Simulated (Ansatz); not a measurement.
# Hf2Pd2Se2Br2O3 (P1) in Ansatz: relaxation of cell and atoms with r2SCAN

Aim: the relaxation of cell and atoms of Hf2Pd2Se2Br2O3 with r2SCAN.

All numbers are computed with Ansatz 0.2.0; they aren't measurements. Logs are shortened: lines on timing, memory, paths and dates and some standing lists are left out, and cuts for length are marked.

## 1. The structure

The typed cell holds 11 atoms: a = 5.761 Å, b = 5.870 Å, c = 6.872 Å, α = 96.27°, β = 102.51°, γ = 95.11°.

The cell was built by a generator and needn't be a form met in nature.

## 2. Relaxation of cell and atoms, r2SCAN

Input file input.yaml:

```yaml
crystal:
  lattice:
    - [5.76069, 0.00496, -0.00286]
    - [-0.5275, 5.84664, 0.03413]
    - [-1.48435, -0.92642, 6.64586]
  atoms:
    - { symbol: Hf, position: [0.7454, 0.39602, 0.34989] }
    - { symbol: Hf, position: [0.28763, 0.45322, 0.59401] }
    - { symbol: Pd, position: [0.90854, 0.13294, 0.84849] }
    - { symbol: Pd, position: [0.25249, 0.90323, 0.35874] }
    - { symbol: Se, position: [0.63469, 0.40355, 0.93716] }
    - { symbol: Se, position: [0.62597, 0.78174, 0.53023] }
    - { symbol: Br, position: [0.85273, 0.99089, 0.15355] }
    - { symbol: Br, position: [0.22526, 0.82084, 0.86223] }
    - { symbol: O, position: [0.9604, 0.28925, 0.59026] }
    - { symbol: O, position: [0.43233, 0.24524, 0.40864] }
    - { symbol: O, position: [0.07457, 0.58308, 0.36682] }
hamiltonian:
  xc: r2scan
  pseudopotentials: { kind: paw }
kpoints:
  mp_grid: { grid: [4, 4, 3] }
scf:
  occupations: { method: fermi_dirac, width: 0.05 }
output:
  forces: true
  stress: true
  eigenvalues: true
relax:
  f_tol: 0.01
  max_steps: 40
  cell: { stress_tol: 0.05 }
```

Potentials or basis: Ansatz PAW.

Command:

```
$ ansatz run input.yaml --threads 8 --pin off --max-ram 20480MiB --backend cpu --events-out ev --progress --plain --runs-dir out
```

The program printed:

```text
Warning: RAYON_NUM_THREADS=8 ignored (pool sized by the plan → 8); use --threads N
Engine: ansatz 0.2.0, x86_64-unknown-linux-gnu
Pseudopotentials: kind: paw
Pseudopotential: Hf, paw, valence charge 26, recommended cutoff 500 eV (meta_gga), Hf.paw.azcp
Pseudopotential: Pd, paw, valence charge 18, recommended cutoff 500 eV (meta_gga), Pd.paw.azcp
Pseudopotential: Se, paw, valence charge 16, recommended cutoff 500 eV (meta_gga), Se.paw.azcp
Pseudopotential: Br, paw, valence charge 7, recommended cutoff 500 eV (meta_gga), Br.paw.azcp
Pseudopotential: O, paw, valence charge 6, recommended cutoff 500 eV (meta_gga), O.paw.azcp
Functional definition: r2SCAN
  parameter k0 = 0.174
  parameter k1 = 0.065
  parameter a1 = 4.9479
  exchange = r2scan_x(k0 = k0, k1 = k1, a1 = a1)
  correlation = r2scan_c
Crystal: 11 atoms, lattice volume = 224.010 Å³
Basis set: ecut = 500 eV, 5713 PW (Γ), exchange–correlation on 180×180×216 points (64 copies of the dense FFT grid, shifted against one another)
Bands: 92, of which v1, the nominal top of the filled ones, is band 76 counted from 1 (75 counted from 0)
Symmetry: 1 space group operations
Space group: P1 (ITA 1), of the structure as read, at distance tolerance 6.1e-5 Å
k-points: 26 of 48 (time reversal used)
Non-local potential: Hf, projectors of the file, l = 0: 3, l = 1: 2, l = 2: 2, l = 3: 3
Non-local potential: Pd, projectors of the file, l = 0: 2, l = 1: 2, l = 2: 2, l = 3: 1
Non-local potential: Se, projectors of the file, l = 0: 2, l = 1: 2, l = 2: 3, l = 3: 1
Non-local potential: Br, projectors of the file, l = 0: 2, l = 1: 2, l = 2: 2
Non-local potential: O, projectors of the file, l = 0: 2, l = 1: 2, l = 2: 1
PAW form: soft (Blöchl's): semilocal exchange-correlation on the pseudo side does not see the compensation charge
PAW frozen core: Hf, regenerated for the run's functional (the file was generated under x = pbe(κ = 0.804, μ = 0.2195149727645171), c = pbe(β = 0.06672455060314922))
PAW frozen core: Pd, regenerated for the run's functional (the file was generated under x = pbe(κ = 0.804, μ = 0.2195149727645171), c = pbe(β = 0.06672455060314922))
PAW frozen core: Se, regenerated for the run's functional (the file was generated under x = pbe(κ = 0.804, μ = 0.2195149727645171), c = pbe(β = 0.06672455060314922))
PAW frozen core: Br, regenerated for the run's functional (the file was generated under x = pbe(κ = 0.804, μ = 0.2195149727645171), c = pbe(β = 0.06672455060314922))
PAW frozen core: O, regenerated for the run's functional (the file was generated under x = pbe(κ = 0.804, μ = 0.2195149727645171), c = pbe(β = 0.06672455060314922))
PAW one-centre angular grid: Hf, 974 points (default); XC on 160 Gauss nodes
PAW one-centre angular grid: Pd, 590 points (default); XC on 160 Gauss nodes
PAW one-centre angular grid: Se, 590 points (default); XC on 160 Gauss nodes
PAW one-centre angular grid: Br, 302 points (default); XC on 160 Gauss nodes
PAW one-centre angular grid: O, 302 points (default); XC on 160 Gauss nodes
Initial density: superposition of atomic densities (neutral atoms: chi_scale 0, normalization atom), corrected by the library's trained network
Initial wavefunctions: pseudopotential atomic-orbital guess
Functional: x = r2scan, c = r2scan; τ floored in thin density (d = 2e-4 eV/Å³)
[... 98 lines left out ...]
Harris-Foulkes:  -63694.987850 eV  (|F-HF|=2.18e-11)
Internal energy: -63694.986848 eV  (E = F + TS)
E sigma→0 (E₀):  -63694.987349 eV
Entropy (-TS):   -0.001002 eV (-0.091 meV/atom)
Fermi energy:    9.736120 eV
--- Per-component energies (eV) ---
  E_band       = -1875.133592
  E_kinetic    = 2901.933315
  E_local      = -27942.937234  (includes V_loc(G=0)·N_el)
  E_nonlocal   = -2965.203107
  E_hartree    = 12698.338434
  E_xc         = -1801.825267
  E_vxc        = -1802.492309  (∫ρ·V_xc dr)
  E_paw        = -30318.138033  (= ΣΔE_a)
  E_vpaw       = 2432.657101  (= ΣTr[D̂ρ^β])
  E_aug_tail   = 0.002848  (compensation charges beyond the density's cutoff)
  E_vtau       = 104.228343  (kinetic-family band-sum trace: ∫τ·v_τ [+ j·A + Jᵃ·Aᵃ] dr)
  E_ewald      = -16262.954925
  E_core_change = -4.202880  (= ΣΔE_core)
  E_smearing   = -0.001002  (= −TS)
  E_closure    = -0.000000  (closes the sum)
  Σ components = -63694.987850   (vs F -63694.987850, Δ=0.00e0)
--- Forces (eV/Å), atoms counted from 1 ---
  atom   1  Hf    -0.00014666    -0.00060438    -0.00136748
  atom   2  Hf    -0.00107198    -0.00493522     0.00083588
  atom   3  Pd     0.00134139     0.00371930    -0.00555495
  atom   4  Pd    -0.00019427     0.00125323    -0.00053403
  atom   5  Se    -0.00029280    -0.00227352     0.00003638
  atom   6  Se    -0.00225290     0.00129134     0.00310642
  atom   7  Br    -0.00155894    -0.00118009     0.00134835
  atom   8  Br     0.00494484     0.00125295     0.00033848
  atom   9  O      0.00081328     0.00040983     0.00109156
  atom  10  O     -0.00165433    -0.00074411     0.00078753
  atom  11  O      0.00007997     0.00181570    -0.00010077
  max |Σ_I F_I| component: 1.26e-5 eV/Å
--- Stress (GPa, compression-positive) ---
       -0.006783       0.002029       0.005419
        0.002027       0.005019      -0.006124
        0.005418      -0.006124      -0.011549
  P = ⅓ Tr σ = -0.0044 GPa (-0.044 kbar)
--- Band table (eV; the first three rows and the last of 26) ---
  k-point 0: bands = ["-76.9451", "-76.7823", "-54.6530", "-54.5007", "-42.1447", "-42.1342", "-41.9981", "-41.9303", "-41.2735", "-41.1520", "-38.2256", "-38.1997", "-38.1766", "-38.0929", "-38.0900", "-38.0877", "-38.0651", "-38.0114", "-37.9116", "-37.9096", "-22.9507", "-22.7281", "-22.7204", "-22.6092", "-22.5743", "-22.4467", "-10.3384", "-9.8817", "-9.5635", "-6.9695", "-5.4168", "-3.3867", "-3.0861", "-3.0437", "-3.0313", "-3.0263", "-3.0087", "-2.9884", "-2.9853", "-2.9368", "-2.8820", "-2.8751", "-2.8538", "-2.8513", "-2.8394", "-2.8138", "-2.7745", "2.8729", "3.3895", "3.4967", "3.9915", "4.3473", "4.4174", "4.4949", "4.7771", "4.8488", "4.9467", "5.4598", "5.5875", "5.8449", "6.1217", "6.3568", "6.6282", "6.9582", "7.2224", "7.4263", "7.5641", "7.7959", "7.8689", "8.0593", "8.2773", "8.3533", "8.6027", "8.7499", "9.1868", "9.2690", "10.2050", "10.3272", "12.5498", "13.0998", "13.2378", "13.2759", "13.4567", "13.5460", "13.8896", "14.4483", "15.2897", "15.4401", "15.9099", "16.6222", "17.0666", "17.1875"]
  k-point 1: bands = ["-76.9451", "-76.7823", "-54.6530", "-54.5007", "-42.1447", "-42.1342", "-41.9981", "-41.9302", "-41.2735", "-41.1520", "-38.2256", "-38.1997", "-38.1766", "-38.0929", "-38.0900", "-38.0877", "-38.0651", "-38.0114", "-37.9116", "-37.9096", "-22.9504", "-22.7280", "-22.7203", "-22.6094", "-22.5743", "-22.4470", "-10.3335", "-9.8806", "-9.5632", "-6.9752", "-5.4222", "-3.3832", "-3.1132", "-3.0470", "-3.0316", "-3.0252", "-3.0066", "-2.9893", "-2.9854", "-2.9255", "-2.8811", "-2.8760", "-2.8539", "-2.8502", "-2.8399", "-2.8184", "-2.7655", "2.7953", "3.2684", "3.7443", "3.8892", "4.2815", "4.3900", "4.7218", "4.8074", "4.8910", "5.1410", "5.3957", "5.5276", "5.7601", "6.3930", "6.4206", "6.5318", "6.8599", "7.0924", "7.2889", "7.5380", "7.6997", "7.8732", "8.0898", "8.2436", "8.3685", "8.5252", "8.8755", "9.0526", "9.2585", "9.9940", "10.5883", "12.6146", "12.9050", "13.2277", "13.4529", "13.4816", "13.6535", "14.3597", "14.7147", "15.2182", "15.5965", "15.8003", "16.1679", "16.8503", "16.9800"]
  k-point 2: bands = ["-76.9451", "-76.7823", "-54.6530", "-54.5007", "-42.1447", "-42.1342", "-41.9981", "-41.9302", "-41.2735", "-41.1520", "-38.2256", "-38.1997", "-38.1766", "-38.0929", "-38.0900", "-38.0877", "-38.0651", "-38.0114", "-37.9116", "-37.9096", "-22.9508", "-22.7282", "-22.7207", "-22.6090", "-22.5744", "-22.4467", "-10.2854", "-9.8764", "-9.6260", "-6.9614", "-5.4134", "-3.4008", "-3.0937", "-3.0430", "-3.0315", "-3.0263", "-3.0113", "-2.9953", "-2.9870", "-2.9408", "-2.8826", "-2.8761", "-2.8540", "-2.8511", "-2.8392", "-2.8208", "-2.7846", "2.9801", "3.3908", "3.6812", "3.9868", "4.1665", "4.4436", "4.4647", "4.6844", "5.0423", "5.1924", "5.3796", "5.6753", "5.7773", "6.1259", "6.4062", "6.5674", "6.8344", "7.2000", "7.2881", "7.4728", "7.7411", "7.9231", "7.9871", "8.2129", "8.2676", "8.4720", "8.6953", "9.0770", "9.2053", "10.4072", "10.7170", "12.4410", "13.1181", "13.1627", "13.2108", "13.5556", "13.7434", "14.0814", "14.5433", "15.3559", "15.4743", "16.0547", "16.4732", "16.9330", "17.1646"]
  k-point 25: bands = ["-76.9451", "-76.7823", "-54.6525", "-54.5012", "-42.1447", "-42.1342", "-41.9981", "-41.9302", "-41.2735", "-41.1520", "-38.2257", "-38.1997", "-38.1766", "-38.0929", "-38.0900", "-38.0877", "-38.0651", "-38.0114", "-37.9116", "-37.9096", "-22.9134", "-22.7813", "-22.7075", "-22.6141", "-22.5317", "-22.4848", "-10.1639", "-9.9424", "-9.6596", "-6.9380", "-5.4183", "-3.4235", "-3.1312", "-3.0461", "-3.0312", "-3.0242", "-3.0115", "-3.0022", "-2.9877", "-2.9473", "-2.8838", "-2.8766", "-2.8537", "-2.8501", "-2.8411", "-2.8278", "-2.7817", "2.7911", "3.3706", "3.5256", "3.9541", "4.1811", "4.2757", "4.5805", "4.8036", "4.9529", "5.2778", "5.4199", "5.6332", "5.9450", "6.3239", "6.4863", "6.7596", "7.0050", "7.0904", "7.3624", "7.4475", "7.6220", "7.7646", "8.0177", "8.1559", "8.3549", "8.5836", "8.7718", "9.0214", "9.2816", "10.1516", "10.6476", "12.4404", "12.6793", "12.9353", "13.4262", "13.5944", "13.8986", "14.6436", "15.2642", "15.3047", "15.5064", "16.0845", "16.3019", "16.8818", "17.3147"]
--- Relaxed structure (6 steps of the walk, 6 accepted, 1 SCFs on fresh bases) ---
  F+E_penalty+E_count = -63694.98785015 eV   max|allowed force component| = 5.554e-3 eV/Å   (the final SCF, on the basis selected at the relaxed cell)
  cell:  # Å, volume = 218.8582 Å³
    - [5.700417594017494, -0.014008797260401218, -0.00531752091944552]
    - [-0.5412331131838352, 5.824951320268175, 0.02508322003622367]
    - [-1.4686305771910952, -0.9280366791293939, 6.590134144104822]
  atoms:
    - { symbol: Hf, position: [0.7449576324236639, 0.3941312576954989, 0.34857128382220165] }
    - { symbol: Hf, position: [0.28899079090383184, 0.45353233324368947, 0.5957814986424514] }
    - { symbol: Pd, position: [0.9096586353890951, 0.1363352297046444, 0.850365878151838] }
    - { symbol: Pd, position: [0.25187914785319154, 0.9020342950950674, 0.3589295183557357] }
    - { symbol: Se, position: [0.635171002675134, 0.4050437397240425, 0.9369542525316765] }
    - { symbol: Se, position: [0.6265952972749284, 0.7804720067226646, 0.5262700118419147] }
    - { symbol: Br, position: [0.8513741506182244, 0.9908906924275861, 0.15397485938244668] }
    - { symbol: Br, position: [0.22386449922892446, 0.8229998504145004, 0.8615929472922396] }
    - { symbol: O, position: [0.9601604476018145, 0.2896370085432176, 0.5911298769378528] }
    - { symbol: O, position: [0.43114634927293566, 0.24359417263624167, 0.4098508106998045] }
    - { symbol: O, position: [0.07621204675825603, 0.5813294137928471, 0.3665990623418388] }
```

Run time: 98 s. Hardware: 8 threads of AMD EPYC 7R43 (Zen 3), shared host; peak memory 2.1 GiB.

What came out:

- Free energy: -63694.9879 eV
- Relaxed volume: 19.90 Å³/atom
- Relaxed cell: a = 5.700 Å, b = 5.850 Å, c = 6.815 Å, α = 96.40°, β = 102.48°, γ = 95.45°
- Space group after relaxing (to 0.05 Å): P1 (No. 1)
- Energy gained by relaxing: 3.7 meV/atom
- Ionic steps: 7
- Pressure after relaxing: 0.0 GPa
- Largest force after relaxing: 0.007 eV/Å
- Band gap on the k mesh: 0.43 eV, indirect (least direct gap 0.56 eV)

Forces in eV/Å, atoms in the order of the input:
```
Hf   0.000 -0.001 -0.001
Hf  -0.001 -0.005  0.001
Pd   0.001  0.004 -0.006
Pd   0.000  0.001 -0.001
Se   0.000 -0.002  0.000
Se  -0.002  0.001  0.003
Br  -0.002 -0.001  0.001
Br   0.005  0.001  0.000
O    0.001  0.000  0.001
O   -0.002 -0.001  0.001
O    0.000  0.002  0.000
```

Step by step:
```
step  energy change (eV)  largest force (eV/Å)  volume (Å³)
   1              0.0000                0.2418       224.01
   2             -0.0089                0.3974       215.48
   3             -0.0415                0.0638       219.00
   4             -0.0422                0.0400       218.91
   5             -0.0425                0.0131       218.80
   6             -0.0425                0.0067       218.86
   7             -0.0404                0.0068       218.86
```

Final structure:
```
Hf Pd Se Br O
1.0
     5.70042   -0.01401   -0.00532
    -0.54123    5.82495    0.02508
    -1.46863   -0.92804    6.59013
Hf Pd Se Br O
2 2 2 2 3
Direct
  0.74496 0.39413 0.34857
  0.28899 0.45353 0.59578
  0.90966 0.13634 0.85037
  0.25188 0.90203 0.35893
  0.63517 0.40504 0.93695
  0.62660 0.78047 0.52627
  0.85137 0.99089 0.15397
  0.22386 0.82300 0.86159
  0.96016 0.28964 0.59113
  0.43115 0.24359 0.40985
  0.07621 0.58133 0.36660
```

Caveat: odd divisions of the mesh miss points on the zone boundary, where band edges often lie, so the gap on the mesh can be too wide; the plane-wave basis is chosen anew once the cell has moved, so the energies of steps on either side of that aren't comparable; spin-orbit coupling is left out, which moves the levels of the heavy elements; the PAW data sets come from PBE, with cores solved anew for the run's functional, which leaves a small shift of forces and pressure.
